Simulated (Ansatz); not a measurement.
The system is Co4Ge.

```
Ge Co
1.0
     1.31250    0.75777    9.86265
    -1.31250    0.75777    9.86265
     0.00000   -1.51554    9.86265
Ge Co
1 4
Direct
  0.00000 0.00000 0.00000
  0.59884 0.59884 0.59884
  0.20032 0.20032 0.20032
  0.79968 0.79968 0.79968
  0.40116 0.40116 0.40116
```

The cell comes from a database or a generator and needn't be the stable form of this composition.

Base run:

| Quantity | Value |
| --- | --- |
| Program | Ansatz 0.2.0 |
| Functional | PBE |
| Potentials or basis | Ansatz PAW |
| Cutoff | 420 eV (not typed: the program's choice for these potentials) |
| k mesh | 12 × 12 × 12 |
| Occupations | fermi-dirac, width 0.05 eV |
| Spin | collinear spin, ferromagnetic start |
| Starting moments | [0.0, 2.0, 2.0, 2.0, 2.0] μB |

Its results: band gap on the k mesh none (metal or under the smearing width); pressure -0.1 GPa; net moment 5.91 μB per cell; site moments Ge -0.03; Co +1.33, +1.79 μB; largest force 0.083 eV/Å.

The run is repeated on the same cell with these changes: functional from PBE to LDA. What comes out?

Band gap on the k mesh none (metal or under the smearing width); pressure -15.1 GPa; net moment 5.80 μB per cell; site moments Ge -0.03; Co +1.28, +1.73 μB; largest force 0.042 eV/Å.

LDA binds more tightly than PBE, so the same cell stands under less pressure.

Caveats: the PAW data sets come from PBE, with cores solved anew for the run's functional, which leaves a small shift of forces and pressure (some runs).
